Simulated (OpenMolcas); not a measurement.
# One shape, several levels: GaH2 (SMILES [GaH2])

We compute a comparison of 6 runs (UHF/6-31G**, UHF/def2-SVP, UPBE0/aug-cc-pVDZ, US12g/6-311G**, USVWN5/def2-TZVP) of GaH2. 

The calculation is run with OpenMolcas 26.06.

5 further runs of the same task are left out: 5 set aside as unsound or not needed.

## Step 1: The molecule

GaH2: 3 atoms, total charge 0, spin state doublet. As SMILES, `[GaH2]`. Geometry: a GFN2-xTB relaxation, a rough one for these elements and not checked as a minimum.

Bond lengths: Ga1–H2 1.833 Å, Ga1–H3 1.836 Å. Angles: H2–Ga1–H3 110.1°.

## Step 2: Energy and forces at UHF/6-31G(d,p) (spherical functions) (run 1)

coord.xyz

```xyz
3

Ga    -0.545290     0.319030    -0.303200
H      0.808100     1.175910     0.588180
H     -0.262810    -1.494950    -0.284980
```

mol.inp

```
&GATEWAY
BasLib=$CurrDir
Coord=coord.xyz
Basis=6-31Gss
Group=NoSym
&SEWARD
&SCF
UHF
Spin=2
Thresholds=1e-10 1e-07 1e-07 1e-05
PrOrbitals=1 2
&ALASKA
```

The basis set 6-31G** is read from a file made from the Basis Set Exchange's data (not shown).

Launch:

```sh
$ export MOLCAS_MEM=1860
$ pymolcas mol.inp > mol.log
```

Output:

```text
--- Start Module: gateway ---
[...]
--- Stop Module: gateway /rc=_RC_ALL_IS_WELL_ ---
[...]
      Basis functions           42
[...]
--- Start Module: scf ---
[...]
       Convergence after  19 Iterations
[...]
::    Total SCF energy                              -1924.0545917211
[...]
      Total spin, S                                     0.5111398193
[...]
      Total electronic charge=   33.000000
      Total            charge=   -0.000000
[...]
      Dipole Moment (debye):
      Origin of the operator (angstrom)=   -0.5221    0.3054   -0.2903
                   X= -9.5562E-01               Y=  5.6493E-01               Z= -5.3087E-01           Total=  1.2305E+00
      Quadrupole Moment (debye*angstrom):
[...]
--- Stop Module: scf /rc=_RC_ALL_IS_WELL_ ---
[...]
--- Start Module: alaska ---
[...]
 *              Molecular gradients               *
 **************************************************
  Irreducible representation: a
 ------------------------------------------------------------------------------------------
                              X                       Y                       Z
 ------------------------------------------------------------------------------------------
  GA1              -3.74438768133762E-02    2.20615296514155E-02   -2.08070970684520E-02
  H2                2.87141560372559E-02    1.40077008482695E-02    1.85605616228086E-02
  H3                8.72972077612189E-03   -3.60692304996801E-02    2.24653544564377E-03
 ------------------------------------------------------------------------------------------
--- Stop Module: alaska /rc=_RC_ALL_IS_WELL_ ---
[...]
```

It took 2.9 s on 1 thread of Arm Neoverse V1, shared host; peak memory 0.38 GiB.

## Step 3: Energy and gradient at UHF/def2-SVP (run 2)

input.xyz

```xyz
3

Ga    -0.545290     0.319030    -0.303200
H      0.808100     1.175910     0.588180
H     -0.262810    -1.494950    -0.284980
```

mol.inp

```
* GaH2 Hartree-Fock

&GATEWAY
  BasLib = $CurrDir
  Coord = input.xyz
  Basis = def2-SVP
  Group = NoSym

&SEWARD

&SCF
  UHF
  Spin = 2
  Thresholds = 1e-10 1e-07 1e-07 1e-05
  PrOrbitals = 1 1

&ALASKA
```

The basis set def2-SVP is read from a file made from the Basis Set Exchange's data (not shown).

Launch:

```sh
$ export MOLCAS_MEM=1860
$ pymolcas mol.inp > mol.log
```

Output:

```text
--- Start Module: gateway ---
[...]
--- Stop Module: gateway /rc=_RC_ALL_IS_WELL_ ---
[...]
      Basis functions           42
[...]
--- Start Module: scf ---
[...]
       Convergence after  16 Iterations
[...]
::    Total SCF energy                              -1924.0887561228
[...]
      Total spin, S                                     0.5109483541
[...]
      Total electronic charge=   33.000000
      Total            charge=   -0.000000
[...]
      Dipole Moment (debye):
      Origin of the operator (angstrom)=   -0.5221    0.3054   -0.2903
                   X= -1.0756E+00               Y=  6.3497E-01               Z= -5.9761E-01           Total=  1.3847E+00
      Quadrupole Moment (debye*angstrom):
[...]
--- Stop Module: scf /rc=_RC_ALL_IS_WELL_ ---
--- Start Module: alaska ---
[...]
 *              Molecular gradients               *
 **************************************************
  Irreducible representation: a
 ------------------------------------------------------------------------------------------
                              X                       Y                       Z
 ------------------------------------------------------------------------------------------
  GA1              -3.81644655309064E-02    2.24775532930588E-02   -2.12082384305972E-02
  H2                2.92806476717584E-02    1.43097003597901E-02    1.89288963658232E-02
  H3                8.88381785914949E-03   -3.67872536528520E-02    2.27934206477554E-03
 ------------------------------------------------------------------------------------------
--- Stop Module: alaska /rc=_RC_ALL_IS_WELL_ ---
[...]
```

Wall time 2.5 s (1 thread of Arm Neoverse V1, shared host); peak memory 0.38 GiB.

Runs 3 to 4 aren't shown in full; the table further down has their settings and results.

## Step 4: The charge distribution at US12g/6-311G(d,p) (Cholesky decomposition) (run 5)

input.xyz is that of step 3.

job.inp

```
&GATEWAY
  Coord = input.xyz
  Basis = 6-311G**
  Group = NoSym

&SEWARD
  Medium

&SCF
  UHF
  Spin = 2
  KSDFT = S12G
  Thresholds = 1e-06 0.001 0.001 0.01
  PrOrbitals = 0
```

Launch:

```sh
$ export MOLCAS_MEM=1860
$ pymolcas job.inp > job.log
```

Output:

```text
--- Start Module: gateway ---
[...]
--- Stop Module: gateway /rc=_RC_ALL_IS_WELL_ ---
--- Start Module: seward ---
[...]
      Basis functions           56
--- Stop Module: seward /rc=_RC_ALL_IS_WELL_ ---
[...]
--- Start Module: scf ---
[...]
       Convergence after   9 Iterations
[...]
::    Total KS-DFT energy                           -1926.1298660520
[...]
      Total spin, S                                     0.5015427684
[...]
      Total electronic charge=   33.000000
      Total            charge=   -0.000000
[...]
      Dipole Moment (debye):
      Origin of the operator (angstrom)=   -0.5221    0.3054   -0.2903
                   X= -7.7209E-01               Y=  4.5673E-01               Z= -4.2889E-01           Total=  9.9432E-01
      Quadrupole Moment (debye*angstrom):
[...]
--- Stop Module: scf /rc=_RC_ALL_IS_WELL_ ---
[...]
```

Wall time 3.3 s (1 thread of Arm Neoverse V1, shared host); peak memory 0.2 GiB.

Atomic charges (e):

```tsv
atom	Mulliken
Ga1	+0.223
H2	-0.112
H3	-0.112
```

## Step 5: Energy and forces at USVWN5/def2-TZVP (run 6)

run.input

```
>>> EXPORT MOLCAS_PRINT=2

&gateway
 baslib=$CurrDir
 coord
 3
 angstrom
 Ga      -0.545290       0.319030      -0.303200
 H        0.808100       1.175910       0.588180
 H       -0.262810      -1.494950      -0.284980
 basis=def2-TZVP
 group=NoSym

&seward
 gridinput
 Grid=UltraFine
 End of Grid

&scf
 uhf
 spin=2
 ksdft=SVWN5
 thresholds=1e-10 1e-07 1e-07 1e-05
 prorbitals=1 1

&alaska
```

The basis set def2-TZVP is read from a file made from the Basis Set Exchange's data (not shown).

Launch:

```sh
$ export MOLCAS_MEM=1860
$ pymolcas run.input > run.log
```

Output:

```text
--- Start Module: gateway ---
[...]
--- Stop Module: gateway /rc=_RC_ALL_IS_WELL_ ---
[...]
      Basis functions           60
[...]
--- Start Module: scf ---
[...]
       Convergence after  14 Iterations
[...]
::    Total KS-DFT energy                           -1922.9221167890
[...]
      Total spin, S                                     0.5009163660
[...]
      Total electronic charge=   33.000000
      Total            charge=   -0.000000
[...]
      Dipole Moment (debye):
      Origin of the operator (angstrom)=   -0.5221    0.3054   -0.2903
                   X= -7.2066E-01               Y=  4.2604E-01               Z= -4.0034E-01           Total=  9.2797E-01
      Quadrupole Moment (debye*angstrom):
[...]
--- Stop Module: scf /rc=_RC_ALL_IS_WELL_ ---
[...]
--- Start Module: alaska ---
[...]
 *              Molecular gradients               *
 **************************************************
  Irreducible representation: a
 ------------------------------------------------------------------------------------------
                              X                       Y                       Z
 ------------------------------------------------------------------------------------------
  GA1              -2.99877276382343E-02    1.76778349440534E-02   -1.66630169759512E-02
  H2                2.28443219558860E-02    1.08416965519034E-02    1.47408796496529E-02
  H3                7.14340568234773E-03   -2.85195314959568E-02    1.92213732630453E-03
 ------------------------------------------------------------------------------------------
--- Stop Module: alaska /rc=_RC_ALL_IS_WELL_ ---
[...]
```

Run time: 8.7 s. Hardware: 1 thread of Arm Neoverse V1, shared host; peak memory 0.39 GiB.

## Step 6: The series

```tsv
run	level	integration grid	task	energy (Eh)	dipole moment (D)	HOMO energy (eV)	LUMO energy (eV)	wall time
1	UHF/6-31G** (spherical functions)	–	gradient	-1924.054592	1.23	-8.76	0.26	2.9 s
2	UHF/def2-SVP	–	gradient	-1924.088756	1.38	-8.78	0.30	2.5 s
3	UPBE0/aug-cc-pVDZ	UltraFine	gradient	-1925.679410	1.10	-6.20	-3.14	11 s
4	US12g/6-311G**	–	properties	-1926.129862	0.99	-5.15	-4.08	4.2 s
5	US12g/6-311G** (Cholesky decomposition)	–	properties	-1926.129866	0.99	-5.15	-4.08	3.3 s
6	USVWN5/def2-TZVP	UltraFine	gradient	-1922.922117	0.93	-5.18	-4.27	8.7 s
```

## Step 7: What came out

```
                                 quantity           value
                      run 6: total energy  -1922.92212 Eh
                     run 6: dipole moment          0.93 D
run 6: HOMO energy (highest over α and β)        -5.18 eV
 run 6: LUMO energy (lowest over α and β)        -4.27 eV
                              run 6: ⟨S²⟩           0.752
          run 6: largest force on an atom      1.985 eV/Å
```

What this shows: The dipole moment (its size) runs from 0.93 D (USVWN5/def2-TZVP) to 1.38 D (UHF/def2-SVP). The two ends differ in method and basis. Totals of different functionals can't be ranked against each other. All runs together took 33 s, the longest 11 s.
